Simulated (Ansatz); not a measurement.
# C₃H₅F₃O: small, medium and large basis sets

How large a basis does C₃H₅F₃O need? Two functionals are run in growing sets.

Program: Ansatz 0.2.0, Gaussian basis. Level of theory: one geometry, several basis sets. These are calculated values, not measurements.

The runs, in order: PBE0-D4/def2-SVP; ωB97M-V/def2-SVP; PBE0-D4/def2-QZVPP; ωB97M-V/def2-QZVPP; the functionals' def2-TZVPP values are taken from earlier runs.

### Step 1. The geometry

An earlier PBE0-D4 in a triple-zeta def2 set relaxation fixed the geometry.

SMILES `CC(F)OC(F)F`, 12 atoms, charge 0, spin multiplicity 1.

Atoms are counted from 1 here; the program's logs count them from 0.

Bond lengths: C1–C2 1.497 Å, C1–H8 1.090 Å, C1–H9 1.091 Å, C1–H10 1.090 Å, C2–F3 1.382 Å, C2–O4 1.394 Å, C2–H11 1.095 Å, O4–C5 1.365 Å, C5–F6 1.333 Å, C5–F7 1.356 Å, C5–H12 1.094 Å. Angles: C2–C1–H8 109.6°, C2–C1–H9 109.5°, C2–C1–H10 109.9°, H8–C1–H9 109.4°, H8–C1–H10 109.2°, H9–C1–H10 109.2°, C1–C2–F3 109.9°, C1–C2–O4 108.6°, C1–C2–H11 113.0°, F3–C2–O4 108.6°, F3–C2–H11 106.2°, O4–C2–H11 110.4°, C2–O4–C5 115.2°, O4–C5–F6 106.9°, O4–C5–F7 110.3°, O4–C5–H12 113.5°, F6–C5–F7 107.7°, F6–C5–H12 110.1° and more.

### Step 2. PBE0-D4 in def2-SVP

File in.yaml:

```yaml
crystal:
  periodic: [false, false, false]
  atoms:
    - {symbol: C, position_ang: [0.477726, -1.552482, 0.786147]}
    - {symbol: C, position_ang: [0.281411, -0.469419, -0.227753]}
    - {symbol: F, position_ang: [-0.343026, -0.982896, -1.348199]}
    - {symbol: O, position_ang: [-0.537068, 0.514107, 0.325835]}
    - {symbol: C, position_ang: [-0.640464, 1.663521, -0.402997]}
    - {symbol: F, position_ang: [-1.604416, 2.393356, 0.159047]}
    - {symbol: F, position_ang: [0.512035, 2.373576, -0.328535]}
    - {symbol: H, position_ang: [1.067887, -2.358919, 0.351307]}
    - {symbol: H, position_ang: [-0.492885, -1.940611, 1.097531]}
    - {symbol: H, position_ang: [0.999954, -1.154582, 1.656549]}
    - {symbol: H, position_ang: [1.223350, -0.032097, -0.575774]}
    - {symbol: H, position_ang: [-0.867607, 1.491348, -1.459160]}
basis:
  gaussian: {orbitals: def2-SVP}
hamiltonian: {xc: pbe0, dispersion: d4}
output: {orbitals: {seedname: orbitals}}
```

Run with:

```console
$ ansatz run in.yaml --threads 4 --pin off --events-out ev --progress --plain --max-ram 11315MiB
```

Further steps of the session: ωB97M-V in def2-SVP; PBE0-D4 in def2-QZVPP; ωB97M-V in def2-QZVPP.

**Question.** What will the summary of the whole plan be? Wanted: PBE0-D4: double and triple zeta above quadruple; ωB97M-V: double and triple zeta above quadruple.

As calculated:

| quantity | value |
| --- | --- |
| PBE0-D4: double and triple zeta above quadruple | 16.60, 0.69 eV |
| ωB97M-V: double and triple zeta above quadruple | 17.00, 0.66 eV |

What this shows: For PBE0-D4 the step from double to triple zeta gains 15.91 eV and the next only 0.69 eV. These are total energies; as a rule much of such shifts cancels in differences, which this series doesn't test. The LUMO of ωB97M-V is positive and keeps falling with the basis (3.71 to 1.95 eV): an unbound level that the basis holds in place.
